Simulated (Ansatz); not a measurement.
Runs of Ansatz 0.2.0 on HfRu3. The structure is cubic, space group Pm-3m (No. 221). Conventional cell: a = 3.956 Å, b = 3.956 Å, c = 3.956 Å, α = 90.00°, β = 90.00°, γ = 90.00°. Hf (site symmetry m-3m) has 12 Ru at 2.80 Å as nearest neighbours. Ru (site symmetry 4/mmm) is surrounded by 4 Hf at 2.80 Å and 8 Ru at 2.80 Å. The cell comes from a database or a generator and needn't be the stable form of this composition.

```tsv
level	gap on the mesh (eV)	pressure (GPa)	relaxed volume (Å³/atom)
PBEsol+D3(BJ)-ATM	none	0.0	14.57
PBEsol+D3(BJ)	none	0.0	14.48
PBEsol+D4	none	0.0	14.71
PBEsol	none	0.0	(a)
```

Alike in all rows: task relaxation of cell and atoms; potentials or basis Ansatz PAW; no spin polarisation; cell relaxed; k mesh 7 × 7 × 7; cutoff (eV) 420; smearing fermi-dirac 0.05 eV.

Problem. Estimate the missing entries.

Solution. (a) 14.85.

Caveats: the plane-wave basis is chosen anew once the cell has moved, so the energies of steps on either side of that aren't comparable; the PAW data sets come from PBE, with cores solved anew for the run's functional, which leaves a small shift of forces and pressure; pairwise dispersion overbinds metals, which lowers pressure and volume (some runs).

A k mesh can miss the band edges, and the runs leave out spin-orbit coupling on Hf, Ru.

A gap of «none» marks a metal or a gap under the smearing width.
